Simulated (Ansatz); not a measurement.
# C₂H₉BOSi: a ladder of functionals and wavefunction methods

How much do the methods differ for C₂H₉BOSi? The plan is to run it at one geometry with functionals of several rungs and with coupled cluster. The yardstick is the atomisation energy at the CCSD(T) limit.

The runs use Ansatz 0.2.0, Gaussian basis; functionals in def2-TZVPP, the program's frozen cores in correlated methods.

The runs, in order: LDA (SPW92), PBE-D4, revPBE-D4, BLYP-D4, r2SCAN-D4, B97M-V, PBE0-D4, B3LYP-D4, r2SCANh-D4, r2SCAN0-D4, HSE06-D4, BHLYP-D4, CAM-B3LYP-D4, LC-ωPBE, ωB97X-V, ωB97M-V, B2PLYP, PBE-QIDH; CCSD(T)/def2-SVP; CCSD(T)/def2-TZVPP; MP2/def2-QZVPP; extrapolation to the limit; RPA on PBE.

### 1 The geometry

The geometry comes from an earlier relaxation with PBE0-D4 in a triple-zeta def2 set; it is a stationary point, not always the lowest conformer.

SMILES `B[SiH2]OCC`, 14 atoms, charge 0, spin multiplicity 1.

Atoms are counted from 1 here; the program's logs count them from 0.

Bond lengths: B1–Si2 2.006 Å, B1–H6 1.197 Å, B1–H7 1.198 Å, Si2–O3 1.649 Å, Si2–H8 1.487 Å, Si2–H9 1.501 Å, O3–C4 1.413 Å, C4–C5 1.508 Å, C4–H10 1.099 Å, C4–H11 1.099 Å, C5–H12 1.092 Å, C5–H13 1.093 Å, C5–H14 1.092 Å. Angles: Si2–B1–H6 124.4°, Si2–B1–H7 118.7°, H6–B1–H7 116.9°, B1–Si2–O3 116.0°, B1–Si2–H8 110.7°, B1–Si2–H9 106.1°, O3–Si2–H8 105.4°, O3–Si2–H9 110.2°, H8–Si2–H9 108.2°, Si2–O3–C4 122.0°, O3–C4–C5 109.4°, O3–C4–H10 109.7°, O3–C4–H11 110.1°, C5–C4–H10 110.2°, C5–C4–H11 110.1°, H10–C4–H11 107.2°, C4–C5–H12 110.4°, C4–C5–H13 110.4° and more.

### 2 LDA

This LDA is Slater exchange with PW92 correlation.

Contents of in.yaml:

```yaml
crystal:
  periodic: [false, false, false]
  atoms:
    - {symbol: B, position_ang: [0.600302, 0.750256, 2.480328]}
    - {symbol: Si, position_ang: [-0.983154, 0.212908, 1.372254]}
    - {symbol: O, position_ang: [-0.765649, 0.248223, -0.262251]}
    - {symbol: C, position_ang: [0.212114, -0.543717, -0.906056]}
    - {symbol: C, position_ang: [0.264658, -0.183226, -2.369533]}
    - {symbol: H, position_ang: [1.698811, 0.936469, 2.044020]}
    - {symbol: H, position_ang: [0.458122, 0.877598, 3.662811]}
    - {symbol: H, position_ang: [-2.139629, 1.109822, 1.636398]}
    - {symbol: H, position_ang: [-1.351454, -1.171952, 1.817352]}
    - {symbol: H, position_ang: [-0.034251, -1.607753, -0.785463]}
    - {symbol: H, position_ang: [1.195308, -0.382599, -0.441572]}
    - {symbol: H, position_ang: [-0.706711, -0.351381, -2.838580]}
    - {symbol: H, position_ang: [1.010271, -0.792504, -2.885977]}
    - {symbol: H, position_ang: [0.528362, 0.868756, -2.495033]}
basis:
  gaussian: {orbitals: def2-TZVPP}
hamiltonian: {xc: lda}
output: {orbitals: {seedname: orbitals}}
```

The runs that follow: PBE-D4 (GGA); revPBE-D4 (GGA); BLYP-D4 (GGA); r2SCAN-D4 (meta-GGA); B97M-V (meta-GGA); PBE0-D4 (hybrid); B3LYP-D4 (hybrid); r2SCANh-D4 (hybrid); r2SCAN0-D4 (hybrid); HSE06-D4 (hybrid); BHLYP-D4 (hybrid); CAM-B3LYP-D4 (range-separated); LC-ωPBE (range-separated); ωB97X-V (range-separated); ωB97M-V (range-separated); B2PLYP (double hybrid); PBE-QIDH (double hybrid); CCSD(T) in def2-SVP; CCSD(T) in def2-TZVPP; MP2 in def2-QZVPP; RPA on PBE orbitals.

**Question.** What will the summary of the whole plan be? Wanted: atomisation energy, CCSD(T)/CBS; farthest beyond LDA; mean size of error, GGA; mean size of error, meta-GGA; mean size of error, hybrid; mean size of error, range-separated; mean size of error, double hybrid; gap, smallest and largest; T1 diagnostic.

**Answer**, as computed:

| quantity | value |
| --- | --- |
| atomisation energy, CCSD(T)/CBS | 1204.2 kcal/mol |
| functionals within 6.0 kcal/mol (0.5 %) | BLYP-D4, r2SCAN-D4, B97M-V, PBE0-D4, B3LYP-D4, r2SCANh-D4, HSE06-D4, LC-ωPBE, ωB97X-V, ωB97M-V |
| farthest beyond LDA | BHLYP-D4 (-20.8 kcal/mol) |
| mean size of error, GGA | 9.9 kcal/mol |
| mean size of error, meta-GGA | 4.4 kcal/mol |
| mean size of error, hybrid | 5.7 kcal/mol |
| mean size of error, range-separated | 5.7 kcal/mol |
| mean size of error, double hybrid | 8.6 kcal/mol |
| gap, smallest and largest | 2.64 eV (LDA (SPW92)), 10.25 eV (LC-ωPBE) |
| T1 diagnostic | 0.0112 |
| triples share of the correlation energy | 3.4 % |

The LDA atomisation energy is off by 153.3 kcal/mol (13 %): it overbinds. PBE-D4 is off by +12.0 kcal/mol. Double hybrids carry the basis error of their MP2 part in triple zeta, and no dispersion term here, so their miss is partly the set-up's. The rungs meta-GGA, range-separated, hybrid miss on average by less than the doubt on the reference (6.0 kcal/mol), so they tie. Misses under about 6.0 kcal/mol are within the doubt on the reference itself, which lacks core-valence correlation, relativity and higher excitations. Hartree-Fock recovers 76 % of the binding; the rest is correlation. CCSD(T) in def2-SVP is off by -60.0 kcal/mol, worse than the median functional, from the basis alone. Orbital gaps span 2.6 to 10.3 eV; exact exchange widens them.
